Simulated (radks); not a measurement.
**Hg⁹⁺ in [Kr] 4d10 4f14 5s1 5p6 5d4: an all-electron calculation**

The task here is to estimate one member of a computed series from the others.

Program: radks (a radial shooting solver on a logarithmic mesh, Libxc functionals) version 1. Level of theory: scalar-relativistic Kohn-Sham, PBE, spin-unpolarised, spherical densities, finite nucleus. These are calculated values, not measurements, unless marked.

## The system

* element: mercury (Z = 80)
* charge: +9
* electrons: 71
* configuration: [Kr] 4d10 4f14 5s1 5p6 5d4
* nuclear rms radius: 5.4648 fm

The outer shells:

Hg⁹⁺
```
[Kr] core
4d [↑↓][↑↓][↑↓][↑↓][↑↓]
4f [↑↓][↑↓][↑↓][↑↓][↑↓][↑↓][↑↓]
5s [↑ ]
5p [↑↓][↑↓][↑↓]
5d [↑ ][↑ ][↑ ][↑ ][  ]
```

The first run:

The run's settings:

```text
Z 80
configuration [Kr] 4d10 4f14 5s1 5p6 5d4
relativity scalar-relativistic
functional pbe,pbe
spin unpolarised
nucleus finite rms 5.4648 fm
c 137.035999084
```

Run with:

```console
python run_ks.py task.json out
```

All runs below come from this command, one after another.

One table of the session follows, with a row left open; its other results are not shown here.

It belongs to the step «Radial structure». Sizes of the orbitals, from the radial functions (bohr):

| level | <r> | outermost maximum (interpolated) | 90 % within | nodes |
| --- | --- | --- | --- | --- |
| 1s | 0.01659 | 0.0102 | 0.0304 | 0 |
| 2s | 0.06993 | 0.0592 | 0.109 | 1 |
| 2p | 0.06328 | 0.0491 | 0.103 | 0 |
| 3s | 0.1807 | 0.167 | 0.265 | 2 |
| 3p | 0.1821 | 0.166 | 0.272 | 1 |
| 3d | 0.1650 | 0.135 | 0.256 | 0 |
| 4s | 0.3990 | 0.376 | 0.572 | 3 |
| 4p | 0.4250 | 0.396 | 0.616 | 2 |
| 4d | ? | ? | ? | ? |
| 5s | 0.8739 | 0.818 | 1.24 | 4 |
| 4f | 0.4766 | 0.366 | 0.759 | 0 |
| 5p | 0.9768 | 0.905 | 1.39 | 3 |
| 5d | 1.166 | 1.06 | 1.69 | 2 |

Q: Estimate the row for 4d from the others.

The run gave: <r>: 0.4478; outermost maximum (interpolated): 0.402; 90 % within: 0.667; nodes: 1. In the column «<r>» it lies between 4p (0.4250) and 4f (0.4766).
